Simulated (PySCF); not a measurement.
# CoI3: ligand-field states, part 2 of 2

PySCF 2.14.0. Atoms count from 0. Earlier steps stand in the parts before.

### Step 5. Ligand-field states: state-averaged CASSCF (pyramidal angle at 105°)

Job settings and geometry (Å):

```
{"job": {"kind": "lf", "basis": {"metal": "x2c-TZVPall", "ligand": "x2c-SVPall"}, "nevpt": true, "reuse": true}, "charge": 0, "metal": "Co", "open_shell": "d6"}
Co     0.000000     0.000000     0.000000
I      2.405155     0.000000    -0.644459
I     -1.202578     2.082926    -0.644459
I     -1.202578    -2.082926    -0.644459
```

Method: state-averaged CASSCF of the metal d shell, SC-NEVPT2 on the averaged canonical orbitals, state-interaction spin-orbit coupling.

Standard output:

```text
basis functions 156, electrons 186, active (6e, 5o)
start from the orbitals of the previous structure
stage 1: DIIS on the effective Fock matrix, level shift 0.30
cycle   1  E = -22727.1702880272  dE = -2.273e+04  max|g| = 1.253e+00
cycle   2  E = -22727.8559953183  dE = -6.857e-01  max|g| = 3.488e-01
cycle   3  E = -22727.7452314076  dE =  1.108e-01  max|g| = 2.709e-01
cycle   4  E = -22727.3515348669  dE =  3.937e-01  max|g| = 5.098e-01
cycle   5  E = -22726.5574813059  dE =  7.941e-01  max|g| = 1.033e+00
cycle   6  E = -22726.2303833996  dE =  3.271e-01  max|g| = 1.293e+00
cycle   7  E = -22726.9062433438  dE = -6.759e-01  max|g| = 8.416e-01
cycle   8  E = -22727.1651465791  dE = -2.589e-01  max|g| = 6.964e-01
cycle   9  E = -22727.1797562271  dE = -1.461e-02  max|g| = 6.831e-01
cycle  10  E = -22727.1484033125  dE =  3.135e-02  max|g| = 7.025e-01
cycle  11  E = -22726.8735421389  dE =  2.749e-01  max|g| = 8.528e-01
cycle  12  E = -22726.9688238068  dE = -9.528e-02  max|g| = 7.871e-01
cycle  13  E = -22727.0138876582  dE = -4.506e-02  max|g| = 7.686e-01
cycle  14  E = -22727.0791539571  dE = -6.527e-02  max|g| = 6.985e-01
cycle  15  E = -22727.2356181009  dE = -1.565e-01  max|g| = 5.751e-01
stage 2: quasi-Newton rotations from the point of smallest gradient
cycle  17  E = -22727.8972687069  dE = -1.520e-01  max|g| = 2.652e-01
cycle  18  E = -22727.9868140966  dE = -8.955e-02  max|g| = 8.090e-02
cycle  19  E = -22727.9997324215  dE = -1.292e-02  max|g| = 7.185e-02
cycle  20  E = -22728.0054946889  dE = -5.762e-03  max|g| = 4.068e-02
cycle  22  E = -22728.0067691436  dE = -1.274e-03  max|g| = 4.488e-02
cycle  23  E = -22728.0077833325  dE = -1.014e-03  max|g| = 2.720e-02
cycle  24  E = -22728.0083258835  dE = -5.426e-04  max|g| = 3.443e-03
cycle  25  E = -22728.0083491997  dE = -2.332e-05  max|g| = 8.110e-04
cycle  26  E = -22728.0083545167  dE = -5.317e-06  max|g| = 3.114e-04
cycle  27  E = -22728.0083548157  dE = -2.990e-07  max|g| = 8.274e-05
cycle  28  E = -22728.0083548307  dE = -1.503e-08  max|g| = 2.513e-05
cycle  29  E = -22728.0083548331  dE = -2.372e-09  max|g| = 5.485e-06
converged average energy = -22728.0083548331

 mult deg   label        CASSCF/cm-1   NEVPT2/cm-1
   5   1   5A1                 0.0           0.0
   5   2   5E               1281.3        5326.5
   3   2   3E              18387.9       11556.0
   3   1   3A2             18710.4       11984.2
   1   1   1A1             28234.8       14167.3
   3   2   3E              19121.4       16358.4
   3   1   3A1             19724.4       17604.3
   5   2   5E               7413.5       18085.6
   3   2   3E              20028.6       18671.5
   3   2   3E              21361.8       19209.0
   3   1   3A2             21992.4       19775.1
   1   1   1A2             28297.3       20480.6
   3   1   3A1             23646.5       21422.1
   1   2   1E              28822.4       21679.7
   3   1   3A1             27031.3       24965.1
   1   1   1A1             29424.2       25253.0
   3   2   3E              23489.2       25477.0
   3   2   3E              26001.1       26949.6
   3   2   3E              24593.4       27302.4
   1   2   1E              29778.0       27589.6
   3   1   3A2             24208.7       29094.2
   3   1   3A2             27317.9       30565.4
   1   2   1E              31240.4       31090.9
   3   2   3E              29289.3       33781.3
   3   1   3A2             28499.4       33812.4
   1   1   1A1             32015.7       34244.9
   1   1   1A1             42276.4       34389.8
   1   1   1A2             42178.3       34950.7
   1   2   1E              31774.9       35210.4
   1   1   1A1             36805.7       35389.2
   3   2   3E              35275.2       35478.1
   1   1   1A2             32391.6       35500.6
   1   2   1E              36973.2       36190.0
   1   2   1E              35330.5       36327.4
   1   1   1A2             35844.0       38407.1
   1   1   1A1             34832.9       38564.7
   3   1   3A2             32672.0       38568.1
   3   2   3E              31299.4       38828.4
   3   1   3A1             32226.1       39284.5
   3   2   3E              32833.6       40098.9
   3   2   3E              37637.0       40577.2
   1   2   1E              36192.4       40767.9
   1   2   1E              43084.0       41255.5
   1   2   1E              38655.4       42477.4
   1   1   1A1             40707.4       42783.2
   3   1   3A1             38266.6       43272.8
   1   2   1E              49180.7       47857.0
   3   1   3A2             53463.6       48570.4
   3   1   3A1             54340.2       49781.9
   1   1   1A1             48109.9       50554.3
   3   1   3A2             57642.1       52099.1
   3   2   3E              55651.8       52544.9
   1   2   1E              52467.3       53552.9
   1   1   1A1             63312.1       54788.4
   1   1   1A2             53010.8       55389.5
   1   2   1E              62487.8       56292.9
   3   2   3E              58733.5       56480.8
   1   1   1A1             80112.5       61552.7
   3   2   3E              64809.5       63481.3
   1   2   1E              67063.8       64296.1

spin-orbit levels / cm-1
      0.00  x1  5A1 0.99
      5.83  x2  5A1 0.99
     23.38  x2  5A1 1.00
   5151.77  x1  5E 1.00
   5151.80  x1  5E 1.00
   5275.17  x2  5E 0.99
   5383.66  x2  5E 0.99
   5465.00  x1  5E 1.00
   5495.24  x1  5E 0.99
   5563.04  x2  5E 1.00
  11162.25  x1  3E 0.75 3A2 0.24
  11396.37  x2  3E 0.76 3A2 0.24
  11463.39  x1  3E 0.99
  11706.45  x2  3E 0.99
  12215.32  x2  3A2 0.76 3E 0.23
  12264.29  x1  3A2 0.75 3E 0.22
  14251.63  x1  1A1 0.96
  16272.96  x1  3E 0.91 3A1 0.08
  16321.82  x2  3E 0.94 3A1 0.04
  16345.54  x2  3E 0.98
  16421.91  x1  3E 0.99
  17669.03  x2  3A1 0.90 3E 0.05 5E 0.03
  17720.42  x1  3A1 0.87 3E 0.07
  17992.17  x2  5E 0.83 3E 0.15
  17992.64  x1  5E 0.86 3E 0.11
  18002.06  x1  5E 0.88 3E 0.11
  18022.94  x2  5E 0.85 3E 0.14
  18078.91  x2  5E 0.94 3A1 0.03
  18087.44  x1  5E 0.99
  18091.31  x1  5E 0.99
```

Wall time 25 s (1 thread of Arm Neoverse V2, shared host); peak memory 0.48 GiB.

Warnings kept with the result: strongly covalent, metal-shell active space is small for this complex.

From this job:

```
             quantity     value
spin-orbit constant ζ  323 cm⁻¹
```

Powder susceptibility:

| T (K) | χT (cm³ K/mol) | μ(eff) |
| --- | --- | --- |
| 2 | 1.547 | 3.52 |
| 20 | 3.182 | 5.04 |
| 100 | 3.257 | 5.10 |
| 300 | 3.284 | 5.12 |

### Step 6. Ligand-field states: state-averaged CASSCF (pyramidal angle at 110°)

Job settings and geometry (Å):

```
{"job": {"kind": "lf", "basis": {"metal": "x2c-TZVPall", "ligand": "x2c-SVPall"}, "nevpt": true, "reuse": true}, "charge": 0, "metal": "Co", "open_shell": "d6"}
Co     0.000000     0.000000     0.000000
I      2.339835     0.000000    -0.851630
I     -1.169917     2.026356    -0.851630
I     -1.169917    -2.026356    -0.851630
```

With the program's defaults for keys left out, this is: state-averaged CASSCF of the metal d shell, SC-NEVPT2 on the averaged canonical orbitals, state-interaction spin-orbit coupling.

Standard output:

```text
basis functions 156, electrons 186, active (6e, 5o)
start from the orbitals of the previous structure
stage 1: DIIS on the effective Fock matrix, level shift 0.30
cycle   1  E = -22727.0829711113  dE = -2.273e+04  max|g| = 1.175e+00
cycle   2  E = -22727.8279004761  dE = -7.449e-01  max|g| = 3.443e-01
cycle   3  E = -22727.6475487399  dE =  1.804e-01  max|g| = 3.220e-01
cycle   4  E = -22727.7000909086  dE = -5.254e-02  max|g| = 1.787e-01
cycle   5  E = -22727.8246448934  dE = -1.246e-01  max|g| = 3.296e-01
cycle   6  E = -22727.9235824968  dE = -9.894e-02  max|g| = 1.161e-01
cycle   7  E = -22727.9269775870  dE = -3.395e-03  max|g| = 1.708e-01
cycle   8  E = -22727.7448790188  dE =  1.821e-01  max|g| = 3.842e-01
cycle   9  E = -22727.4644376822  dE =  2.804e-01  max|g| = 5.890e-01
cycle  10  E = -22726.9913197508  dE =  4.731e-01  max|g| = 9.068e-01
cycle  11  E = -22726.4680070345  dE =  5.233e-01  max|g| = 1.210e+00
cycle  12  E = -22725.9785317318  dE =  4.895e-01  max|g| = 1.451e+00
cycle  13  E = -22725.5924134934  dE =  3.861e-01  max|g| = 1.644e+00
cycle  14  E = -22725.3751668502  dE =  2.172e-01  max|g| = 1.746e+00
cycle  15  E = -22725.2854643844  dE =  8.970e-02  max|g| = 1.688e+00
stage 2: quasi-Newton rotations from the point of smallest gradient
cycle  17  E = -22727.9491999673  dE = -2.562e-02  max|g| = 2.208e-01
cycle  18  E = -22727.9875670694  dE = -3.837e-02  max|g| = 5.328e-02
cycle  19  E = -22727.9909439275  dE = -3.377e-03  max|g| = 7.741e-02
cycle  20  E = -22727.9970610571  dE = -6.117e-03  max|g| = 1.190e-02
cycle  21  E = -22727.9975083250  dE = -4.473e-04  max|g| = 3.565e-03
cycle  22  E = -22727.9975714828  dE = -6.316e-05  max|g| = 1.059e-03
cycle  23  E = -22727.9975828398  dE = -1.136e-05  max|g| = 4.771e-04
cycle  24  E = -22727.9975849902  dE = -2.150e-06  max|g| = 2.566e-04
cycle  25  E = -22727.9975851152  dE = -1.250e-07  max|g| = 5.643e-05
cycle  26  E = -22727.9975851244  dE = -9.186e-09  max|g| = 2.647e-05
cycle  27  E = -22727.9975851254  dE = -1.011e-09  max|g| = 4.412e-06
converged average energy = -22727.9975851254

 mult deg   label        CASSCF/cm-1   NEVPT2/cm-1
   5   1   5A1                 0.0           0.0
   5   2   5E               1407.7        5144.3
   1   1   1A1             27773.5        6597.4
   3   2   3E              17869.1        8110.7
   3   1   3A2             18090.1        8815.6
   3   2   3E              18671.0       14858.8
   3   2   3E              19561.5       15847.2
   1   1   1A2             27475.7       15973.8
   1   2   1E              27781.7       16719.9
   5   2   5E               6955.7       17561.9
   3   1   3A1             19520.5       17950.0
   3   1   3A2             21253.0       18335.2
   3   1   3A1             22524.7       18577.2
   3   2   3E              21023.6       20093.8
   3   1   3A1             27093.6       23826.7
   1   1   1A1             28726.8       24093.3
   1   2   1E              29005.5       25415.1
   3   2   3E              23643.1       25856.1
   3   2   3E              26198.5       26664.0
   3   2   3E              24804.8       27540.0
   3   1   3A2             24389.6       28692.1
   1   2   1E              30569.3       30200.5
   3   1   3A2             27329.9       32467.5
   1   1   1A1             31580.3       32942.7
   3   1   3A2             28229.6       33152.8
   1   1   1A2             41457.5       33324.3
   3   2   3E              28463.3       33401.9
   3   2   3E              34308.5       33866.3
   1   2   1E              34627.2       33880.4
   1   2   1E              31553.8       34376.3
   1   1   1A1             41582.4       34484.0
   1   1   1A2             32134.2       35119.9
   1   1   1A1             36911.2       35826.4
   1   1   1A1             34029.2       35928.0
   3   1   3A2             32834.1       37832.6
   3   2   3E              30725.9       38101.1
   1   2   1E              36998.9       38469.6
   3   1   3A1             31935.3       39315.1
   3   2   3E              37400.9       40120.0
   3   2   3E              32892.6       40255.6
   1   2   1E              36109.1       41299.0
   1   1   1A2             35888.0       41333.9
   3   1   3A1             37265.0       41803.8
   1   2   1E              39135.1       42033.5
   1   2   1E              43314.4       42073.5
   1   1   1A1             42882.2       44854.3
   1   2   1E              48482.7       46635.5
   3   1   3A2             52439.0       47477.6
   1   1   1A1             46714.7       49026.4
   3   1   3A1             53996.3       49420.4
   3   2   3E              54292.5       50399.2
   3   1   3A2             57054.6       51403.8
   1   2   1E              51856.3       52312.7
   1   1   1A1             61461.0       53467.0
   1   1   1A2             51700.1       53532.7
   1   2   1E              60605.7       53746.3
   3   2   3E              58169.1       56008.0
   1   1   1A1             79202.0       60651.4
   3   2   3E              63089.7       61303.1
   1   2   1E              67029.4       62796.1

spin-orbit levels / cm-1
      0.00  x1  5A1 0.99
      7.14  x2  5A1 0.99
     28.55  x2  5A1 1.00
   5013.86  x1  5E 0.99
   5014.90  x1  5E 0.99
   5113.32  x2  5E 0.99
   5197.28  x2  5E 0.99
   5254.63  x1  5E 1.00
   5285.59  x1  5E 0.99
   5329.40  x2  5E 1.00
   6561.22  x1  1A1 0.95 3E 0.05
   7890.33  x1  3E 0.74 3A2 0.21 1A1 0.04
   8020.15  x2  3E 0.84 3A2 0.15
   8068.87  x1  3E 0.99
   8254.99  x2  3E 0.99
   9015.68  x2  3A2 0.85 3E 0.15
   9128.16  x1  3A2 0.78 3E 0.20
  14724.24  x1  3E 0.86 1A2 0.09 3E 0.03
  14737.58  x2  3E 0.87 3E 0.09 1E 0.04
  14868.66  x2  3E 0.98
  14891.44  x1  3E 0.97
  15749.40  x2  3E 0.91 3E 0.06
  15842.86  x2  3E 0.90 3E 0.05 5E 0.03
  15907.10  x1  3E 0.57 1A2 0.30 3E 0.10
  16004.72  x1  3E 0.93 5E 0.03
  16236.70  x1  1A2 0.60 3E 0.36
  16807.33  x2  1E 0.90 3E 0.03 3A2 0.03
  17513.60  x2  5E 0.88 3A2 0.04 3A1 0.04
  17544.23  x1  5E 0.98
  17552.58  x1  5E 0.99
```

It took 23 s on 1 thread of Arm Neoverse V2, shared host; peak memory 0.48 GiB.

Warnings kept with the result: strongly covalent, metal-shell active space is small for this complex.

From this job:

| quantity | value |
| --- | --- |
| spin-orbit constant ζ | 309 cm⁻¹ |

Powder susceptibility:

| T (K) | χT (cm³ K/mol) | μ(eff) |
| --- | --- | --- |
| 2 | 1.287 | 3.21 |
| 20 | 3.144 | 5.01 |
| 100 | 3.254 | 5.10 |
| 300 | 3.282 | 5.12 |

### Step 7. Ligand field across the series

From the NEVPT2 states (cm⁻¹; the spread is that of the fitted one-electron ligand-field levels):

| step | setting | ground state | next state | orbital spread | Racah B | ζ | μ(eff), 300 K |
| --- | --- | --- | --- | --- | --- | --- | --- |
| 2 | as given | 5A1' | 5E'' at 5529 | 15051 | 900 | 342 | 5.13 |
| 3 | pyramidal angle at 95 | 5A1 | 5E at 5502 | 14853 | 896 | 339 | 5.13 |
| 4 | pyramidal angle at 100 | 5A1 | 5E at 5440 | 14520 | 881 | 333 | 5.13 |
| 5 | pyramidal angle at 105 | 5A1 | 5E at 5326 | 14164 | 860 | 323 | 5.12 |
| 6 | pyramidal angle at 110 | 5A1 | 5E at 5144 | 13959 | 838 | 309 | 5.12 |

### Step 8. Outcome

What follows sums up all 2 parts.

| quantity | value |
| --- | --- |
| spin-orbit constant ζ (step 2, state-averaged CASSCF) | 342 cm⁻¹ |
| ground multiplicity, μ(eff) at 300 K (step 2, 3 donors at 2.49 Å) | 5, 5.13 μB |
| ground multiplicity, μ(eff) at 300 K (step 3, 3 donors at 2.49 Å) | 5, 5.13 μB |
| ground multiplicity, μ(eff) at 300 K (step 4, 3 donors at 2.49 Å) | 5, 5.13 μB |
| ground multiplicity, μ(eff) at 300 K (step 5, 3 donors at 2.49 Å) | 5, 5.12 μB |
| ground multiplicity, μ(eff) at 300 K (step 6, 3 donors at 2.49 Å) | 5, 5.12 μB |

What this shows: In step 2 ζ is 58 % of the free ion's 587 cm⁻¹: an effective value, diluted by mixing with the ligands. In step 2, χT goes from 1.99 at 2 K to 3.29 cm³ K/mol at 300 K, as higher levels fill or mix in. The spread of the ligand-field levels runs from 13959 cm⁻¹ (pyramidal angle at 110) to 15051 cm⁻¹ (as given); μ(eff) at 300 K: 5.12 to 5.13 μB. The bonding is strongly covalent, and an active space of the metal's shell alone is small for it, so these values are rough.
